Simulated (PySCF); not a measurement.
# GaCl₄−: NMR shieldings

What do calculations give for the NMR shieldings of GaCl₄− (`[Cl][Ga-]([Cl])([Cl])[Cl]`)?

Programs: PySCF 2.14.0, with routines of our own; each step states its level. All values are computed. Atoms count from 0.

3 further runs of the same task are left out: 3 for a basis unfit for spin-orbit shieldings.

## (1) The starting structure

5 atoms, charge -1, multiplicity 1; geometry from: GFN2-xTB.

## (2) NMR shieldings: PBE/x2c-SVPall-2c, spin-free

The job: settings as JSON, then the geometry in Å.

```
{"job": {"xc": "PBE", "basis": "x2c-SVPall-2c", "rel": "sf", "kind": "hnmr"}, "charge": -1, "multiplicity": 1}
Ga     0.000430    -0.000430    -0.000240
Cl     0.010330    -0.016710     2.171130
Cl     2.044070     0.010770    -0.733200
Cl    -1.031040     1.775940    -0.704760
Cl    -1.023790    -1.769570    -0.732920
```

With the program's defaults for keys left out, this is: PBE/x2c-SVPall-2c GIAO NMR shielding, spin-free X2C, Gaussian nuclei, gas phase.

The run is started by

```sh
OMP_NUM_THREADS=1 python heavy_run.py task.json out
```

The driver reads the jobs from task.json and runs them one after another.

Log:

```text
spin-free SCF
coarse grid: 32680 points
cycle   1  E = -3788.5889472582  dE =  2.853e-01  |g| = 1.093e+00  |ddm| = 2.795e+00
cycle   2  E = -3788.3119080964  dE =  2.770e-01  |g| = 1.906e+00  |ddm| = 2.153e+00
cycle   3  E = -3788.7328288678  dE = -4.209e-01  |g| = 1.436e-01  |ddm| = 1.461e+00
cycle   4  E = -3788.7375440023  dE = -4.715e-03  |g| = 5.287e-02  |ddm| = 2.241e-01
cycle   5  E = -3788.7382063027  dE = -6.623e-04  |g| = 1.097e-02  |ddm| = 6.780e-02
cycle   6  E = -3788.7382329054  dE = -2.660e-05  |g| = 1.617e-03  |ddm| = 1.341e-02
cycle   7  E = -3788.7382333117  dE = -4.064e-07  |g| = 2.390e-04  |ddm| = 1.635e-03
final grid: 60280 points
cycle   8  E = -3788.7381887103  dE = -2.064e-08  |g| = 4.635e-04  |ddm| = 9.075e-04
cycle   9  E = -3788.7381886651  dE =  4.520e-08  |g| = 8.504e-04  |ddm| = 7.222e-04
cycle  10  E = -3788.7381887298  dE = -6.472e-08  |g| = 4.165e-05  |ddm| = 4.674e-04
cycle  11  E = -3788.7381887302  dE = -3.274e-10  |g| = 1.063e-05  |ddm| = 5.551e-05
converged SCF energy = -3788.7381887302
check of the scalar solution
cycle   1  E = -3788.7381887302  dE = -3.789e+03  |FDS-SDF| = 1.063e-05
cycle   2  E = -3788.7381887301  dE =  6.639e-11  |FDS-SDF| = 2.147e-05
converged, E = -3788.7381887301

Field gradients (au) and densities at the nuclei (bohr^-3)
atom        Vxx        Vyy        Vzz        centre      nuclear mean
  0 Ga     0.0002     0.0012    -0.0014      23217.262      23213.983
  1 Cl    -1.0022    -1.0025     2.0047       3055.799       3055.758
  2 Cl    -1.0021    -1.0027     2.0049       3055.799       3055.758
  3 Cl    -1.0018    -1.0026     2.0045       3055.799       3055.758
  4 Cl    -1.0020    -1.0030     2.0049       3055.800       3055.758
without picture change
  0 Ga                          -0.0015                     29880.060

Core orbital energies (eV)
atom   shell        mean    spread
  0 Ga 1s       -10212.573   0.000
  0 Ga 2s        -1257.629   0.000
  0 Ga 3s         -144.167   0.000
  0 Ga 2p        -1094.855   0.000
  0 Ga 3p          -95.016   0.000
  0 Ga 3d          -15.509   0.193
  1 Cl 1s        -2741.055   0.000
  1 Cl 2s         -245.535   0.000
  1 Cl 3s          -15.251   0.000
  1 Cl 2p         -184.591   0.177
  2 Cl 1s        -2741.058   0.000
  2 Cl 2s         -245.539   0.000
  2 Cl 3s          -15.254   0.000
  2 Cl 2p         -184.594   0.177
  3 Cl 1s        -2741.054   0.000
  3 Cl 2s         -245.534   0.000
  3 Cl 3s          -15.249   0.000
  3 Cl 2p         -184.590   0.177
  4 Cl 1s        -2741.056   0.000
  4 Cl 2s         -245.537   0.000
  4 Cl 3s          -15.251   0.000
  4 Cl 2p         -184.592   0.177

Shielding tensors (ppm)
atom      isotropic    diamagn.    paramagn.     s11        s22        s33       span
  0 Ga     1401.77     2652.83    -1251.07    1401.45    1401.73    1402.12       0.67
  1 Cl      864.55     1150.34     -285.79     771.10     771.13    1051.43     280.34
  2 Cl      864.71     1150.34     -285.62     771.31     771.39    1051.43     280.12
  3 Cl      864.50     1150.34     -285.83     771.00     771.07    1051.44     280.44
  4 Cl      864.65     1150.34     -285.69     771.16     771.27    1051.51     280.35
```

It took 19 s on 1 thread of AMD EPYC 7R43, shared host; peak memory 0.67 GiB.

## (3) NMR shieldings: PBE/x2c-SVPall-2c in water, spin-free

The job: settings as JSON, then the geometry in Å.

```
{"job": {"xc": "PBE", "basis": "x2c-SVPall-2c", "rel": "sf", "solvent": "water", "kind": "hnmr"}, "charge": -1, "multiplicity": 1}
Ga     0.000430    -0.000430    -0.000240
Cl     0.010330    -0.016710     2.171130
Cl     2.044070     0.010770    -0.733200
Cl    -1.031040     1.775940    -0.704760
Cl    -1.023790    -1.769570    -0.732920
```

Method: PBE/x2c-SVPall-2c GIAO NMR shielding, spin-free X2C, Gaussian nuclei, IEF-PCM water.

Log:

```text
spin-free SCF
coarse grid: 32680 points
cycle   1  E = -3788.6625915664  dE =  2.123e-01  |g| = 1.096e+00  |ddm| = 2.795e+00
cycle   2  E = -3788.3996908249  dE =  2.629e-01  |g| = 1.895e+00  |ddm| = 2.176e+00
cycle   3  E = -3788.8117873226  dE = -4.121e-01  |g| = 1.093e-01  |ddm| = 1.418e+00
cycle   4  E = -3788.8143390714  dE = -2.552e-03  |g| = 4.101e-02  |ddm| = 1.746e-01
cycle   5  E = -3788.8146399544  dE = -3.009e-04  |g| = 1.800e-03  |ddm| = 3.935e-02
cycle   6  E = -3788.8146404648  dE = -5.104e-07  |g| = 1.144e-03  |ddm| = 3.215e-03
final grid: 60280 points
cycle   7  E = -3788.8145955440  dE =  1.319e-07  |g| = 1.396e-03  |ddm| = 2.649e-03
cycle   8  E = -3788.8145952084  dE =  3.356e-07  |g| = 1.707e-03  |ddm| = 3.537e-03
cycle   9  E = -3788.8145959466  dE = -7.382e-07  |g| = 3.916e-04  |ddm| = 2.275e-03
cycle  10  E = -3788.8145959624  dE = -1.574e-08  |g| = 1.122e-05  |ddm| = 2.328e-04
cycle  11  E = -3788.8145959624  dE = -2.638e-11  |g| = 1.377e-06  |ddm| = 1.655e-05
converged SCF energy = -3788.8145959624
check of the scalar solution
cycle   1  E = -3788.8145959624  dE = -3.789e+03  |FDS-SDF| = 1.377e-06
cycle   2  E = -3788.8145959624  dE =  5.457e-12  |FDS-SDF| = 1.359e-06
converged, E = -3788.8145959624

Field gradients (au) and densities at the nuclei (bohr^-3)
atom        Vxx        Vyy        Vzz        centre      nuclear mean
  0 Ga     0.0002     0.0013    -0.0015      23217.347      23214.068
  1 Cl    -0.9922    -0.9924     1.9846       3055.826       3055.785
  2 Cl    -0.9918    -0.9931     1.9848       3055.827       3055.786
  3 Cl    -0.9913    -0.9930     1.9842       3055.826       3055.785
  4 Cl    -0.9916    -0.9934     1.9851       3055.827       3055.786
without picture change
  0 Ga                          -0.0016                     29880.171

Core orbital energies (eV)
atom   shell        mean    spread
  0 Ga 1s       -10216.741   0.000
  0 Ga 2s        -1261.803   0.000
  0 Ga 3s         -148.339   0.000
  0 Ga 2p        -1099.028   0.000
  0 Ga 3p          -99.189   0.000
  0 Ga 3d          -19.685   0.192
  1 Cl 1s        -2745.249   0.000
  1 Cl 2s         -249.728   0.000
  1 Cl 3s          -19.444   0.000
  1 Cl 2p         -188.784   0.174
  2 Cl 1s        -2745.252   0.000
  2 Cl 2s         -249.731   0.000
  2 Cl 3s          -19.447   0.000
  2 Cl 2p         -188.787   0.174
  3 Cl 1s        -2745.248   0.000
  3 Cl 2s         -249.727   0.000
  3 Cl 3s          -19.443   0.000
  3 Cl 2p         -188.783   0.174
  4 Cl 1s        -2745.250   0.000
  4 Cl 2s         -249.729   0.000
  4 Cl 3s          -19.444   0.000
  4 Cl 2p         -188.785   0.174

Shielding tensors (ppm)
atom      isotropic    diamagn.    paramagn.     s11        s22        s33       span
  0 Ga     1393.41     2653.08    -1259.67    1393.04    1393.38    1393.80       0.76
  1 Cl      862.00     1150.27     -288.27     768.42     768.45    1049.14     280.72
  2 Cl      862.16     1150.27     -288.10     768.64     768.71    1049.14     280.50
  3 Cl      861.98     1150.27     -288.29     768.37     768.43    1049.15     280.78
  4 Cl      862.08     1150.27     -288.18     768.47     768.57    1049.21     280.74
```

It took 19 s on 1 thread of AMD EPYC 7R43, shared host; peak memory 0.68 GiB.

## (4) NMR shieldings: PBE/x2c-SVPall-2c in dichloromethane, spin-free

The job: settings as JSON, then the geometry in Å.

```
{"job": {"xc": "PBE", "basis": "x2c-SVPall-2c", "rel": "sf", "solvent": "dichloromethane", "kind": "hnmr"}, "charge": -1, "multiplicity": 1}
Ga     0.000430    -0.000430    -0.000240
Cl     0.010330    -0.016710     2.171130
Cl     2.044070     0.010770    -0.733200
Cl    -1.031040     1.775940    -0.704760
Cl    -1.023790    -1.769570    -0.732920
```

With the program's defaults for keys left out, this is: PBE/x2c-SVPall-2c GIAO NMR shielding, spin-free X2C, Gaussian nuclei, IEF-PCM dichloromethane.

Log:

```text
spin-free SCF
coarse grid: 32680 points
cycle   1  E = -3788.6550751936  dE =  2.198e-01  |g| = 1.096e+00  |ddm| = 2.795e+00
cycle   2  E = -3788.3887328476  dE =  2.663e-01  |g| = 1.898e+00  |ddm| = 2.175e+00
cycle   3  E = -3788.8036320731  dE = -4.149e-01  |g| = 1.135e-01  |ddm| = 1.428e+00
cycle   4  E = -3788.8064236457  dE = -2.792e-03  |g| = 4.250e-02  |ddm| = 1.815e-01
cycle   5  E = -3788.8067728477  dE = -3.492e-04  |g| = 3.169e-03  |ddm| = 4.404e-02
cycle   6  E = -3788.8067746051  dE = -1.757e-06  |g| = 1.967e-03  |ddm| = 5.786e-03
final grid: 60280 points
cycle   7  E = -3788.8067291161  dE =  7.195e-07  |g| = 2.466e-03  |ddm| = 5.118e-03
cycle   8  E = -3788.8067272877  dE =  1.828e-06  |g| = 3.508e-03  |ddm| = 7.427e-03
cycle   9  E = -3788.8067306502  dE = -3.363e-06  |g| = 9.287e-04  |ddm| = 4.663e-03
cycle  10  E = -3788.8067307114  dE = -6.118e-08  |g| = 9.341e-06  |ddm| = 3.352e-04
cycle  11  E = -3788.8067307114  dE = -1.546e-11  |g| = 1.500e-06  |ddm| = 1.232e-05
converged SCF energy = -3788.8067307114
check of the scalar solution
cycle   1  E = -3788.8067307114  dE = -3.789e+03  |FDS-SDF| = 1.500e-06
cycle   2  E = -3788.8067307114  dE =  9.095e-12  |FDS-SDF| = 1.424e-06
converged, E = -3788.8067307114

Field gradients (au) and densities at the nuclei (bohr^-3)
atom        Vxx        Vyy        Vzz        centre      nuclear mean
  0 Ga     0.0002     0.0014    -0.0016      23217.335      23214.056
  1 Cl    -0.9942    -0.9946     1.9888       3055.822       3055.781
  2 Cl    -0.9938    -0.9951     1.9889       3055.823       3055.782
  3 Cl    -0.9929    -0.9952     1.9881       3055.822       3055.781
  4 Cl    -0.9934    -0.9956     1.9890       3055.823       3055.782
without picture change
  0 Ga                          -0.0016                     29880.155

Core orbital energies (eV)
atom   shell        mean    spread
  0 Ga 1s       -10216.318   0.000
  0 Ga 2s        -1261.378   0.000
  0 Ga 3s         -147.915   0.000
  0 Ga 2p        -1098.604   0.000
  0 Ga 3p          -98.765   0.000
  0 Ga 3d          -19.260   0.192
  1 Cl 1s        -2744.820   0.000
  1 Cl 2s         -249.300   0.000
  1 Cl 3s          -19.016   0.000
  1 Cl 2p         -188.356   0.175
  2 Cl 1s        -2744.824   0.000
  2 Cl 2s         -249.303   0.000
  2 Cl 3s          -19.019   0.000
  2 Cl 2p         -188.359   0.175
  3 Cl 1s        -2744.820   0.000
  3 Cl 2s         -249.300   0.000
  3 Cl 3s          -19.016   0.000
  3 Cl 2p         -188.355   0.175
  4 Cl 1s        -2744.822   0.000
  4 Cl 2s         -249.301   0.000
  4 Cl 3s          -19.017   0.000
  4 Cl 2p         -188.357   0.175

Shielding tensors (ppm)
atom      isotropic    diamagn.    paramagn.     s11        s22        s33       span
  0 Ga     1394.55     2653.04    -1258.49    1394.18    1394.51    1394.96       0.78
  1 Cl      862.31     1150.28     -287.97     768.75     768.79    1049.38     280.63
  2 Cl      862.50     1150.28     -287.78     769.02     769.08    1049.40     280.38
  3 Cl      862.33     1150.28     -287.95     768.76     768.83    1049.41     280.65
  4 Cl      862.43     1150.28     -287.84     768.86     768.97    1049.47     280.61
```

Wall time 17 s (1 thread of AMD EPYC 7R43, shared host); peak memory 0.69 GiB.

## (5) Shieldings side by side

```tsv
run	Ga0	Cl4	Cl2	Cl1	Cl3	time
step 2, PBE/x2c-SVPall-2c, spin-free	1401.8	864.6	864.7	864.6	864.5	19 s
step 3, PBE/x2c-SVPall-2c in water, spin-free	1393.4	862.1	862.2	862.0	862.0	19 s
step 4, PBE/x2c-SVPall-2c in dichloromethane, spin-free	1394.5	862.4	862.5	862.3	862.3	17 s
```

## (6) What came out

| quantity | value |
| --- | --- |
| shieldings (step 2, PBE/x2c-SVPall-2c, spin-free) | Ga0 1401.8, Cl1 864.6, Cl2 864.7, Cl3 864.5, Cl4 864.6 ppm |
| shieldings (step 3, PBE/x2c-SVPall-2c in water, spin-free) | Ga0 1393.4, Cl1 862.0, Cl2 862.2, Cl3 862.0, Cl4 862.1 ppm |
| shieldings (step 4, PBE/x2c-SVPall-2c in dichloromethane, spin-free) | Ga0 1394.5, Cl1 862.3, Cl2 862.5, Cl3 862.3, Cl4 862.4 ppm |

In words: A continuum can't give the shift that close solvent molecules cause at an ion. Ga0 moves most between the runs, by 8 ppm; the labels say what changes from run to run. The geometry comes from tight binding, which is rough for metal atoms, and these values hang on it.
